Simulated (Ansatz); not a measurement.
# CH6AlInOS: one species, many methods

The task here is to estimate one member of a computed series from the others.

Program: Ansatz 0.2.0, Gaussian basis. Level of theory: functionals in def2-TZVPP, the program's frozen cores in correlated methods. These are calculated values, not measurements.

Levels to be run: LDA (SPW92), PBE-D4, revPBE-D4, BLYP-D4, r2SCAN-D4, B97M-V, PBE0-D4, B3LYP-D4, r2SCANh-D4, r2SCAN0-D4, HSE06-D4, BHLYP-D4, CAM-B3LYP-D4, LC-ωPBE, ωB97X-V, ωB97M-V, B2PLYP, PBE-QIDH; CCSD(T)/def2-SVP; CCSD(T)/def2-TZVPP; MP2/def2-QZVPP; extrapolation to the limit; RPA on PBE.

## The relaxed structure

The geometry comes from an earlier relaxation with PBE0-D4 in a triple-zeta def2 set; it is a stationary point, not always the lowest conformer. In takes the def2 core potential; no spin-orbit term is included.

11 atoms, charge 0, spin multiplicity 1.

Atoms are counted from 1 here; the program's logs count them from 0.

Bond lengths: C1–S2 1.822 Å, C1–H6 1.089 Å, C1–H7 1.089 Å, C1–H8 1.089 Å, S2–Al3 2.177 Å, Al3–O4 1.672 Å, Al3–H9 1.580 Å, O4–In5 1.976 Å, In5–H10 1.708 Å, In5–H11 1.708 Å. Angles: S2–C1–H6 111.1°, S2–C1–H7 108.8°, S2–C1–H8 109.0°, H6–C1–H7 109.3°, H6–C1–H8 109.4°, H7–C1–H8 109.2°, C1–S2–Al3 102.0°, S2–Al3–O4 120.0°, S2–Al3–H9 117.6°, O4–Al3–H9 122.5°, Al3–O4–In5 164.6°, O4–In5–H10 112.5°, O4–In5–H11 112.3°, H10–In5–H11 135.2°.

Geometry (Å):

```xyz
11
CH6AlInOS
C    -0.17980    0.71920    2.12152
S    -0.40888   -1.08808    2.16783
Al   -0.19413   -1.62666    0.06947
O     0.10138   -0.44018   -1.07087
In    0.40317    0.55437   -2.75139
H     0.02827    1.06255    1.10943
H     0.65369    0.98422    2.77100
H    -1.08610    1.20039    2.48750
H    -0.32329   -3.15457   -0.31027
H    -1.05372    0.92752   -3.56099
H     2.05940    0.86125   -3.03324
```

Set-up of the first run:

The input, in.yaml:

```yaml
crystal:
  periodic: [false, false, false]
  atoms:
    - {symbol: C, position_ang: [-0.179797, 0.719195, 2.121524]}
    - {symbol: S, position_ang: [-0.408878, -1.088078, 2.167829]}
    - {symbol: Al, position_ang: [-0.194134, -1.626664, 0.069471]}
    - {symbol: O, position_ang: [0.101377, -0.440180, -1.070873]}
    - {symbol: In, position_ang: [0.403168, 0.554375, -2.751391]}
    - {symbol: H, position_ang: [0.028268, 1.062552, 1.109427]}
    - {symbol: H, position_ang: [0.653693, 0.984221, 2.771003]}
    - {symbol: H, position_ang: [-1.086096, 1.200386, 2.487498]}
    - {symbol: H, position_ang: [-0.323293, -3.154567, -0.310272]}
    - {symbol: H, position_ang: [-1.053717, 0.927519, -3.560988]}
    - {symbol: H, position_ang: [2.059398, 0.861252, -3.033238]}
basis:
  gaussian: {orbitals: def2-TZVPP}
hamiltonian: {xc: lda}
output: {orbitals: {seedname: orbitals}}
```

The run is started by

```console
ansatz run in.yaml --threads 4 --pin off --events-out ev --progress --plain --max-ram 10444MiB
```

Among the steps run: LDA; PBE-D4 (GGA); revPBE-D4 (GGA); BLYP-D4 (GGA); r2SCAN-D4 (meta-GGA); B97M-V (meta-GGA); PBE0-D4 (hybrid); B3LYP-D4 (hybrid); r2SCANh-D4 (hybrid); r2SCAN0-D4 (hybrid); HSE06-D4 (hybrid); BHLYP-D4 (hybrid); CAM-B3LYP-D4 (range-separated); LC-ωPBE (range-separated); ωB97X-V (range-separated); ωB97M-V (range-separated); B2PLYP (double hybrid); PBE-QIDH (double hybrid).

One table of the session follows, with a row left open; its other results are not shown here.

| functional | HOMO (eV) | LUMO (eV) | gap (eV) |
| --- | --- | --- | --- |
| LDA (SPW92) | -5.73 | -2.71 | 3.02 |
| PBE-D4 | -5.61 | -2.45 | 3.16 |
| revPBE-D4 | -5.56 | -2.33 | 3.23 |
| BLYP-D4 | -5.44 | -2.42 | 3.02 |
| r2SCAN-D4 | -5.85 | -2.15 | 3.71 |
| B97M-V | -5.95 | -2.46 | 3.49 |
| PBE0-D4 | -6.76 | -1.73 | 5.03 |
| B3LYP-D4 | -6.51 | -2.01 | 4.50 |
| r2SCANh-D4 | -6.28 | -1.90 | 4.38 |
| r2SCAN0-D4 | -6.92 | -1.54 | 5.38 |
| HSE06-D4 | ? | ? | ? |
| BHLYP-D4 | -7.76 | -1.12 | 6.64 |
| CAM-B3LYP-D4 | -8.04 | -0.96 | 7.08 |
| LC-ωPBE | -9.43 | 0.13 | 9.56 |
| ωB97X-V | -9.08 | 0.00 | 9.08 |
| ωB97M-V | -8.92 | -0.31 | 8.61 |

**Question.** Estimate the row for HSE06-D4.

As computed: HOMO (eV): -6.36; LUMO (eV): -2.08; gap (eV): 4.27. In the column «HOMO (eV)» it lies between B3LYP-D4 (-6.51) and r2SCANh-D4 (-6.28).

Caveats from the session: All levels share the lack of spin-orbit coupling, which lowers the free heavy atoms and so the true binding.
